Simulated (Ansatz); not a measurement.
# GaSiGeH (singlet): relaxing a cheap start

Where does this start of GaSiGeH (singlet) end when it is relaxed?

Method: RKS PBE0/def2-TZVP; program: Ansatz 0.2.0, Gaussian basis.

## 1. The starting structure

4 atoms, charge 0, spin multiplicity 1.

Atoms are counted from 1 here; the program's logs count them from 0.

Bond lengths: Ga1–Si2 2.531 Å, Si2–Ge3 2.270 Å. Angles: Ga1–Si2–Ge3 106.2°.

The start was built by rule and, where that kept it together, relaxed with GFN2-xTB. Sticks and bond lists go by distance. No spin-orbit coupling is included. 

## 2. The run

Input file in.yaml:

```yaml
crystal:
  periodic: [false, false, false]
  atoms:
    - {symbol: Ga, position_ang: [-1.982957, 0.211100, -0.000368]}
    - {symbol: Si, position_ang: [0.113843, -1.205872, -0.003271]}
    - {symbol: Ge, position_ang: [1.858895, 0.245883, 0.001569]}
    - {symbol: H, position_ang: [0.030021, 1.277915, 0.003539]}
basis:
  gaussian: {orbitals: def2-TZVP}
hamiltonian: {xc: pbe0}
relax: {f_tol: 0.004, max_steps: 80}
```

Started as:

```sh
$ ansatz run in.yaml --threads 1 --pin off --events-out ev --progress --plain --max-ram 2176MiB
```

**Question.** What will these runs give? Wanted: energy gained; shift from the start; total energy; dipole moment.

The runs gave:

| quantity | value |
| --- | --- |
| steps | 10 |
| energy gained | 1.076 eV |
| shift from the start (rms) | 0.350 Å |
| total energy | -116771.3868 eV |
| dipole moment | 1.85 D |

What this shows: By distance, Si2–H4, Ge3–H4 formed. Si2–H4 went from 2.485 to 1.644 Å. No vibrations were run, so this is a stationary point, not a proven minimum, and this spin need not be the ground state's.
